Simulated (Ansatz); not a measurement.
# ZnS: the cost of one run

Program: Ansatz 0.2.0. Level of theory: DFT PBE, scalar-relativistic, plane waves, PAW. These are calculated values, not measurements.

3 further runs of the same task are left out: 2 that didn't finish, 1 set aside as unsound or not needed. Runs told in other sessions of the task aren't counted.

## Step 1: The system as given

The structure is hexagonal, space group P6_3mc (No. 186). The conventional cell has a = 3.847 Å, b = 3.847 Å, c = 12.590 Å, α = 90.00°, β = 90.00°, γ = 120.00°. Zn (site symmetry 3m) is surrounded by 4 S at 2.36 Å. S (site symmetry 3m) has 4 Zn at 2.36 Å in its first shell of neighbours.

As a file:

```
CELL_PARAMETERS angstrom
-3.84672 0.00000 0.00000
-1.92336 -3.33136 0.00000
0.00000 0.00000 12.59023
ATOMIC_POSITIONS crystal
Zn 0.00000 0.00000 0.00005
Zn 0.00000 0.00000 0.50005
Zn 0.33333 0.33333 0.25002
Zn 0.66667 0.66667 0.75002
S 0.00000 0.00000 0.18729
S 0.00000 0.00000 0.68729
S 0.33333 0.33333 0.43764
S 0.66667 0.66667 0.93764
```

It is the result of an earlier relaxation at this level (volume 20.17 Å³/atom; gap on the mesh: 2.05 eV).

## Step 2: The undisturbed cell

The input, input.yaml:

```yaml
crystal:
  lattice:
    - [-3.8467234434, 0.0, 0.0]
    - [-1.9233617217, -3.3313602233, 0.0]
    - [0.0, 0.0, 12.5902250239]
  atoms:
    - { symbol: Zn, position: [0.0, 0.0, 5.03469e-05] }
    - { symbol: Zn, position: [0.0, 0.0, 0.5000503469] }
    - { symbol: Zn, position: [0.3333333333, 0.3333333333, 0.2500245137] }
    - { symbol: Zn, position: [0.6666666667, 0.6666666667, 0.7500245137] }
    - { symbol: S, position: [0.0, 0.0, 0.1872896978] }
    - { symbol: S, position: [0.0, 1.0, 0.6872896978] }
    - { symbol: S, position: [0.3333333333, 0.3333333333, 0.4376354415] }
    - { symbol: S, position: [0.6666666667, 0.6666666667, 0.9376354415] }
basis:
  ecutwfc: 420
kpoints:
  mp_grid: { grid: [8, 8, 2] }
hamiltonian:
  xc: pbe
scf:
  occupations: { method: gaussian, width: 0.05 }
output:
  forces: true
  stress: true
  eigenvalues: true
  write_density: true
  write_potential: true
  elf: true
  volumetric_format: npy
```

On the command line:

```console
$ ansatz run input.yaml --threads 2 --pin off --max-ram 5120MiB --backend cpu --events-out ev --progress --plain --runs-dir out
```

Q: Estimate wall time and peak memory on 2 threads of Intel Xeon Platinum 8259CL at 2.50GHz (Skylake/Cascade Lake), shared host.

About 8.2 s, with a peak of 0.5 GiB.
